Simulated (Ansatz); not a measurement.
# Mg12As7S: the cost of one run

Computed with Ansatz 0.2.0 (DFT, PBE, plane-wave PAW, default files, scalar-relativistic, unless a step's input says otherwise).

**1. The system as given**

Symmetry: R-3m, No. 166, trigonal system. The conventional cell has a = 8.627 Å, b = 8.627 Å, c = 21.131 Å, α = 90.00°, β = 90.00°, γ = 120.00°. Mg (site symmetry m) has 3 As at 2.64 Å and 1 S at 2.64 Å as nearest neighbours. Around Mg (site symmetry m) lie 4 As at 2.64 Å. S (site symmetry -3m) is surrounded by 6 Mg at 2.64 Å. As (site symmetry -3m) has 6 Mg at 2.64 Å as nearest neighbours. Around As (site symmetry 2/m) lie 6 Mg at 2.64 Å.

Structure file:

```
Mg S As
1.0
     0.00000    6.10000    6.10000
     6.10000    0.00000    6.10000
     6.10000    6.10000    0.00000
Mg S As
12 1 7
Cartesian
  0.0000 3.0500 3.0500
  6.1000 3.0500 3.0500
  6.1000 3.0500 6.1000
  6.1000 9.1500 6.1000
  3.0500 0.0000 3.0500
  3.0500 6.1000 3.0500
  6.1000 6.1000 3.0500
  6.1000 6.1000 9.1500
  3.0500 6.1000 6.1000
  9.1500 6.1000 6.1000
  3.0500 3.0500 0.0000
  3.0500 3.0500 6.1000
  1.5250 1.5250 1.5250
  7.6250 7.6250 7.6250
  1.5250 4.5750 4.5750
  7.6250 4.5750 4.5750
  4.5750 4.5750 1.5250
  4.5750 4.5750 7.6250
  4.5750 1.5250 4.5750
  4.5750 7.6250 4.5750
```

Atom 13 of the input is the impurity.

**2. Single point at the given positions**

Contents of input.yaml:

```yaml
crystal:
  lattice:
    - [0.0, 6.1, 6.1]
    - [6.1, 0.0, 6.1]
    - [6.1, 6.1, 0.0]
  atoms:
    - { symbol: Mg, position: [0.5, 0.0, 0.0] }
    - { symbol: Mg, position: [0.0, 0.5, 0.5] }
    - { symbol: Mg, position: [0.25, 0.75, 0.25] }
    - { symbol: Mg, position: [0.75, 0.25, 0.75] }
    - { symbol: Mg, position: [0.0, 0.5, 0.0] }
    - { symbol: Mg, position: [0.5, 0.0, 0.5] }
    - { symbol: Mg, position: [0.25, 0.25, 0.75] }
    - { symbol: Mg, position: [0.75, 0.75, 0.25] }
    - { symbol: Mg, position: [0.75, 0.25, 0.25] }
    - { symbol: Mg, position: [0.25, 0.75, 0.75] }
    - { symbol: Mg, position: [0.0, 0.0, 0.5] }
    - { symbol: Mg, position: [0.5, 0.5, 0.0] }
    - { symbol: S, position: [0.125, 0.125, 0.125], spin: 1.0 }
    - { symbol: As, position: [0.625, 0.625, 0.625] }
    - { symbol: As, position: [0.625, 0.125, 0.125] }
    - { symbol: As, position: [0.125, 0.625, 0.625] }
    - { symbol: As, position: [0.125, 0.125, 0.625] }
    - { symbol: As, position: [0.625, 0.625, 0.125] }
    - { symbol: As, position: [0.125, 0.625, 0.125] }
    - { symbol: As, position: [0.625, 0.125, 0.625] }
magnetization:
  spin_polarized: true
kpoints:
  mp_grid: { grid: [3, 3, 3] }
scf:
  occupations: { method: fermi_dirac, width: 0.01 }
hamiltonian:
  xc: pbe
  pseudopotentials: { kind: paw }
output:
  forces: true
  stress: true
  populations: true
  efg:
    quadrupole_moments_barn: { Mg: 0.1994, S: -0.0694, As: 0.311 }
    contact_densities: true
```

Command:

```bash
$ ansatz run input.yaml --threads 1 --pin off --max-ram 3072MiB --backend cpu --events-out ev --progress --plain --runs-dir out
```

**Question.** How long does this run take on 1 thread of an x86-64 CPU, shared host, and how much memory does it need?

About 97 s, with a peak of 1.3 GiB.
